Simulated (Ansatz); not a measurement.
# One shape, several levels: SnH3Cl (SnClH3)

Wanted: a comparison of 6 runs (B3LYP/STO-3G, r2SCAN/STO-3G, RPA@PBE/STO-3G, UMP2/STO-3G, CCSDT(Q)/STO-3G, CCSD/STO-3G) of SnH3Cl (SnClH3). 

Program for the calculation: Ansatz 0.2.0.

58 further runs of the same task are left out: 6 that didn't finish, 52 set aside as unsound or not needed.

## 1. The structure to begin with

SnH3Cl: 5 atoms, total charge 0, spin state singlet. SMILES: `[H][Sn]([H])([H])[Cl]`. The H5–Sn1 distance was set to 4.184 Å, away from the relaxed value. At this shape a bond of the SMILES string is far longer than usual.

Bond lengths: Sn1–Cl2 2.281 Å, Sn1–H3 1.674 Å, Sn1–H4 1.674 Å. Angles: Cl2–Sn1–H3 108.3°, Cl2–Sn1–H4 108.1°, H3–Sn1–H4 110.7°.

## 2. A single-point energy at B3LYP/STO-3G (run 1)

File in.yaml:

```yaml
crystal:
  periodic: [false, false, false]
  atoms:
    - {symbol: Sn, position_ang: [1.192741, 2.061642, 0.653552]}
    - {symbol: Cl, position_ang: [1.204321, 2.041492, 2.934132]}
    - {symbol: H, position_ang: [2.779401, 2.071722, 0.121032]}
    - {symbol: H, position_ang: [0.389731, 3.441242, 0.149042]}
    - {symbol: H, position_ang: [-0.795190, -1.373000, -0.673310]}
basis:
  gaussian:
    orbitals: STO-3G
hamiltonian:
  xc: {name: B3LYP}
accuracy: high
```

The run is started by

```console
ansatz run in.yaml --threads 1 --pin off --max-ram 2610MiB --events-out events.jsonl --progress --plain --runs-dir runs
```

The program printed:

```text
Warning: RAYON_NUM_THREADS=1 ignored (pool sized by the plan → 1); use --threads N
Functional definition: B3LYP
  name "B3LYP"
  parameter a0 = 0.2
  parameter ax = 0.72
  parameter ac = 0.81
  exchange = (1 - a0 - ax)*slater_x + ax*b88_x + a0*exact_x
  correlation = (1 - ac)*vwn_rpa_c + ac*lyp_c
701 factors; integrals over basis functions are off by at most 4.9e-9 eV
mean field evaluation 1: about -174745.3522 eV, gradient 1.7e1 eV
mean field evaluation 2: about -174742.7166 eV, gradient 2.0e1 eV
mean field evaluation 4: about -174746.9701 eV, gradient 7.7e0 eV
mean field evaluation 8: about -174747.2310 eV, gradient 9.9e0 eV
mean field evaluation 16: about -174754.6675 eV, gradient 1.7e-5 eV
mean field -174754.66751698 eV, -6422.1155782809 hartree, gradient 3.0e-8 eV, S^2 0.000000; 0 other end points of the search recorded, 0 dependent functions left out
reference -174754.66754973 eV, -6422.1155794845 hartree; 35, 35 occupied and 4, 4 virtual orbitals, 701 factors
Total energy: -174754.66754973 eV, -6422.1155794845 hartree
```

Run time: 2.8 s. Hardware: 1 thread of Arm Neoverse V1, shared host; peak memory 0.13 GiB.

## 3. A single-point energy at r2SCAN/STO-3G (run 2)

File run.yaml:

```yaml
crystal:
  periodic: [false, false, false]
  atoms:
    - {symbol: Sn, position_ang: [1.192741, 2.061642, 0.653552]}
    - {symbol: Cl, position_ang: [1.204321, 2.041492, 2.934132]}
    - {symbol: H, position_ang: [2.779401, 2.071722, 0.121032]}
    - {symbol: H, position_ang: [0.389731, 3.441242, 0.149042]}
    - {symbol: H, position_ang: [-0.795190, -1.373000, -0.673310]}
basis:
  gaussian:
    orbitals: STO-3G
magnetization:
  spin_polarized: false
  initial_magnetization: 0
accuracy: high
hamiltonian:
  xc: {name: r2SCAN}
```

The run is started by

```console
ansatz run run.yaml --threads 1 --pin off --max-ram 2610MiB --events-out events.jsonl --progress --plain --runs-dir runs
```

The program printed:

```text
Warning: RAYON_NUM_THREADS=1 ignored (pool sized by the plan → 1); use --threads N
Functional definition: r2SCAN
  name "r2SCAN"
  parameter k0 = 0.174
  parameter k1 = 0.065
  parameter a1 = 4.9479
  exchange = r2scan_x(k0 = k0, k1 = k1, a1 = a1)
  correlation = r2scan_c
701 factors; integrals over basis functions are off by at most 4.9e-9 eV
mean field evaluation 1: about -174750.0596 eV, gradient 1.8e1 eV
mean field evaluation 2: about -174747.1513 eV, gradient 2.2e1 eV
mean field evaluation 4: about -174751.5258 eV, gradient 7.6e0 eV
mean field evaluation 8: about -174751.9682 eV, gradient 8.8e0 eV
mean field evaluation 16: about -174759.7866 eV, gradient 2.1e-5 eV
mean field -174759.78661965 eV, -6422.3037018343 hartree, gradient 1.3e-8 eV, S^2 0.000000; 1 other end points of the search recorded, 0 dependent functions left out
reference -174759.78662013 eV, -6422.3037018520 hartree; 35, 35 occupied and 4, 4 virtual orbitals, 701 factors
Total energy: -174759.78662013 eV, -6422.3037018520 hartree
```

It took 12 s on 1 thread of Arm Neoverse V1, shared host; peak memory 0.16 GiB.

Runs 3 to 5 aren't shown in full; the table further down has their settings and results.

## 4. The energy at CCSD/STO-3G (run 6)

in.yaml, as its differences from that of step 2:

```diff
@@ -11,4 +11,7 @@
     orbitals: STO-3G
-hamiltonian:
-  xc: {name: B3LYP}
+scf:
+  omitted_lower_state_checks: [cluster_reference, increment]
 accuracy: high
+correlation:
+  method: ccsd
+  frozen_orbitals: {Cl: 5, H: 0, Sn: 18}
```

The run is started by

```console
ansatz run in.yaml --threads 1 --pin off --max-ram 2610MiB --events-out events.jsonl --progress --plain --runs-dir runs
```

The program printed, shortened:

```text
Warning: RAYON_NUM_THREADS=1 ignored (pool sized by the plan → 1); use --threads N
Functional definition: HF
  name "HF"
[...]
701 factors; integrals over basis functions are off by at most 4.9e-9 eV
[...]
mean field -174679.24873822 eV, -6419.3439892821 hartree, gradient 4.4e-9 eV, S^2 0.000000; 1 other end points of the search recorded, 0 dependent functions left out; unrestricted orbitals would lower it
23 core orbitals not correlated: weight in the atoms' cores, before any rotation towards them, 1.000 or more for the frozen orbitals, at most 0.000 for the correlated occupied ones
reference -174679.24873822 eV, -6419.3439892821 hartree; 12, 12 occupied and 4, 4 virtual orbitals, 701 factors
second order -4.82720253 eV of doubles, -0.00000000 eV of singles
cycle   1  -2.77210113 eV  change    -1.2e0 eV  update   1.6e-1
[...]
cycle  29  -6.56056292 eV  change   2.0e-11 eV  update  1.2e-10
WARN: these amplitudes may be one of several solutions (largest doubles amplitude 0.92, level shift 13.04 eV)
Total energy: -174685.80930114 eV, -6419.5850855225 hartree
Checks for a lower state left out: cluster_reference, increment
```

Wall time 0.95 s (1 thread of Arm Neoverse V1, shared host); peak memory 0.097 GiB.

## 5. The series

| run | level | frozen core orbitals | energy (Eh) | wall time |
| --- | --- | --- | --- | --- |
| 1 | B3LYP/STO-3G | – | -6422.115579 | 2.8 s |
| 2 | r2SCAN/STO-3G | – | -6422.303702 | 12 s |
| 3 | RPA@PBE/STO-3G | 23 | -6419.583077 | 6 s |
| 4 | UMP2/STO-3G | 23 | -6419.575061 | 2.1 s |
| 5 | CCSDT(Q)/STO-3G | 23 | -6419.590343 | 1.4 s |
| 6 | CCSD/STO-3G | 23 | -6419.585086 | 0.95 s |

## 6. Results

```
                                           quantity           value
                                run 6: total energy  -6419.58509 Eh
run 6: correlation energy (23 core orbitals frozen)      -241.1 mEh
                               run 6: T1 diagnostic           0.022
```

What this shows: Totals of different functionals can't be ranked against each other. In runs 3, 5, 6 the log says that unrestricted orbitals would lower the reference, so the values rest on an unstable closed-shell determinant (other closed-shell runs at this shape may share the fault). In runs 1, 2, 3, 4, 5, 6 the basis is minimal, so the values are rough. In runs 1, 2, 3, 6 a closed-shell determinant meets a far-stretched bond, which it describes badly. In runs 1, 2, 3, 4, 5, 6 relativity is left out where basis or elements ask for it. Spin contamination of the reference: run 4 ⟨S²⟩ = 1.00. Where it is this large, the reference is a mixture of spin states, and values that rest on it are in doubt. All runs together took 26 s, the longest 12 s.
